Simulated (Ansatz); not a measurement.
# BrFH: the cost of one run

Program: Ansatz 0.2.0, Gaussian basis. Level of theory: cc-pVTZ, core rule «outside noble gas», up to 15 orbitals frozen. These are calculated values, not measurements.

The runs, in order: UHF; CCSD(T) on ROHF; CCSD(T) on UHF; BCCD(T) on ROHF; CCSDT(Q) on ROHF; CCSDT(Q) on UHF; CASSCF and MRCISD+Q, 3 electrons in 3 orbitals; CASSCF and NEVPT2, 3 electrons in 3 orbitals; CASSCF and MRCISD+Q, 15 electrons in 9 orbitals; CASSCF and NEVPT2, 15 electrons in 9 orbitals.

### 1 What is computed

The geometry derives from fragments relaxed apart (PBE0/def2-TZVP) and kept rigid, so it is no stationary point. A hydrogen atom is moved between rigid fragments. No spin-orbit coupling is included. The filled d shell of Br may be among the frozen orbitals whatever the setting's name suggests; the logs give the count.

3 atoms, charge 0, spin multiplicity 2.

Atoms are counted from 1 here; the program's logs count them from 0.

Bond lengths: Br1–H2 1.421 Å.

### 2 UHF

in.yaml

```yaml
crystal:
  periodic: [false, false, false]
  atoms:
    - {symbol: Br, position_ang: [0.000000, 0.000000, -1.344867]}
    - {symbol: H, position_ang: [0.000000, 0.000000, 0.075733]}
    - {symbol: F, position_ang: [0.000000, 0.000000, 1.269133]}
basis:
  gaussian: {orbitals: cc-pVTZ}
magnetization: {spin_polarized: true, initial_magnetization: 1}
hamiltonian: {xc: hf}
output: {orbitals: {seedname: orbitals}}
```

Launch:

```
> ansatz run in.yaml --threads 1 --pin off --events-out ev --progress --plain --max-ram 2816MiB --backend cpu
```

Q: Estimate wall time and peak memory on 1 thread of AMD EPYC 7R13, shared host.

About 5.5 s, with a peak of 0.29 GiB.
